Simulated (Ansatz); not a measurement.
# BHLYP/6-31G(d) (spherical functions) run of Si3NH9 (trisilylamine)

Aim: the electronic atomisation energy of Si3NH9 (trisilylamine) at BHLYP/6-31G* (spherical functions), from 4 runs. 

Program for the calculation: Ansatz 0.2.0.

59 further runs of the same task are left out: 59 set aside as unsound or not needed.

## (1) The molecule

The species is Si3NH9 (13 atoms), meant as a singlet with charge 0. As SMILES, `[SiH3]N([SiH3])[SiH3]`. Geometry: relaxed at PBE0-D4/def2-TZVP.

Bond lengths: Si1–N2 1.735 Å, N2–Si3 1.735 Å, N2–Si4 1.735 Å, Si1–H5 1.488 Å, Si1–H6 1.487 Å, Si1–H7 1.487 Å, Si3–H8 1.487 Å, Si3–H9 1.487 Å, Si3–H10 1.488 Å, Si4–H11 1.487 Å, Si4–H12 1.488 Å, Si4–H13 1.487 Å. Some angles: Si1–N2–Si3 120.0°, Si1–N2–Si4 120.0°, Si3–N2–Si4 120.0°, N2–Si1–H5 107.2°, N2–Si1–H6 111.4°, N2–Si1–H7 111.4°, N2–Si3–H8 111.4°, N2–Si3–H9 111.4°, N2–Si3–H10 107.2°, N2–Si4–H11 111.4°.

## (2) The energy at BHLYP/6-31G(d) (spherical functions)

in.yaml reads:

```yaml
crystal:
  periodic: [false, false, false]
  atoms:
    - symbol: Si
      position_ang: [-0.519450, 1.440730, -0.815850]
    - symbol: "N"
      position_ang: [-0.000690, -0.000090, 0.000350]
    - symbol: Si
      position_ang: [0.784860, 0.112060, 1.543580]
    - symbol: Si
      position_ang: [-0.265590, -1.552910, -0.727470]
    - symbol: H
      position_ang: [-1.148110, 1.019270, -2.096710]
    - symbol: H
      position_ang: [-1.512750, 2.195720, -0.007190]
    - symbol: H
      position_ang: [0.625850, 2.343510, -1.105390]
    - symbol: H
      position_ang: [0.020170, -0.607680, 2.596110]
    - symbol: H
      position_ang: [2.158120, -0.455830, 1.496860]
    - symbol: H
      position_ang: [0.862760, 1.555850, 1.894200]
    - symbol: H
      position_ang: [-1.713780, -1.813530, -0.940290]
    - symbol: H
      position_ang: [0.285610, -2.575110, 0.202450]
    - symbol: H
      position_ang: [0.422990, -1.661990, -2.040670]
basis:
  gaussian: {orbitals: 6-31G_st_-spherical.json}
accuracy: high
output: {orbitals: {seedname: orbitals}}
hamiltonian: {xc: {name: BHLYP}}
```

The basis set 6-31G* is read from a file made from the Basis Set Exchange's data (not shown).

The run is started by

```bash
$ ansatz run in.yaml --threads 1 --pin off --max-ram 3480MiB --events-out events.jsonl --progress --plain --runs-dir runs
```

What it wrote:

```text
Warning: RAYON_NUM_THREADS=1 ignored (pool sized by the plan → 1); use --threads N
Functional definition: BHLYP
  name "BHLYP"
  parameter a = 0.5
  exchange = (1 - a)*b88_x + a*exact_x
  correlation = lyp_c
2086 factors; integrals over basis functions are off by at most 3.8e-9 eV
mean field evaluation 1: about -25263.5015 eV, gradient 4.6e1 eV
mean field evaluation 2: about -25260.9285 eV, gradient 5.5e1 eV
mean field evaluation 4: about -25267.6278 eV, gradient 2.4e-1 eV
mean field evaluation 8: about -25268.2415 eV, gradient 8.6e-2 eV
mean field evaluation 16: about -25268.2416 eV, gradient 4.6e-6 eV
mean field -25268.24161767 eV, -928.5907520202 hartree, gradient 3.6e-8 eV, S^2 0.000000; 0 other end points of the search recorded, 0 dependent functions left out
reference -25268.24165138 eV, -928.5907532591 hartree; 29, 29 occupied and 57, 57 virtual orbitals, 2086 factors
Total energy: -25268.24165138 eV, -928.5907532591 hartree
```

It took 11 s on 1 thread of Arm Neoverse V2, shared host; peak memory 0.34 GiB.

## (3) The H atom

run.yaml reads:

```yaml
crystal:
  periodic: [false, false, false]
  atoms:
    - {symbol: H, position_ang: [0.000000, 0.000000, 0.000000]}
basis:
  gaussian:
    orbitals: "6-31G*"
magnetization:
  spin_polarized: true
  initial_magnetization: 1
hamiltonian:
  xc: {name: BHLYP}
accuracy: high
```

Run the same way, it converges to -0.49683 Eh (log not shown).

## (4) The N atom at the same level

molecule.yaml reads:

```yaml
crystal:
  periodic: [false, false, false]
  atoms:
    - {symbol: "N", position_ang: [0.000000, 0.000000, 0.000000]}
basis:
  gaussian: {orbitals: 6-31G_st_-spherical.json}
total_charge: 0
magnetization: {spin_polarized: true, initial_magnetization: 3}
hamiltonian: {xc: {name: BHLYP}}
accuracy: high
```

The basis set 6-31G* is read from a file made from the Basis Set Exchange's data (not shown).

Run the same way, it converges to -54.57155 Eh (log not shown).

## (5) The Si atom, same level

in.yaml reads:

```yaml
crystal:
  periodic: [false, false, false]
  atoms:
    - symbol: Si
      position_ang: [0.000000, 0.000000, 0.000000]
basis:
  gaussian: {orbitals: 6-31G_st_-spherical.json}
accuracy: high
hamiltonian: {xc: {name: BHLYP}}
magnetization: {spin_polarized: true, initial_magnetization: 2}
```

The basis set 6-31G* is read from a file made from the Basis Set Exchange's data (not shown).

Run the same way, it converges to -289.35663 Eh (log not shown).

## (6) Outcome

At BHLYP/6-31G* (spherical functions):

| quantity | value |
| --- | --- |
| molecule: total energy | -928.59075 Eh |
| molecule: HOMO energy | -8.68 eV |
| molecule: LUMO energy | 0.99 eV |
| molecule: HOMO–LUMO gap | 9.67 eV |
| H atom: total energy | -0.49683 Eh |
| H atom: ⟨S²⟩ | 0.750 |
| N atom: total energy | -54.57155 Eh |
| N atom: ⟨S²⟩ | 3.753 |
| Si atom: total energy | -289.35663 Eh |
| Si atom: ⟨S²⟩ | 2.003 |
| electronic atomisation energy | 40.213 eV |

**Reading.** Taking the molecule apart into free atoms costs 40.21 eV (3880 kJ/mol), before zero-point energy and without spin-orbit coupling.
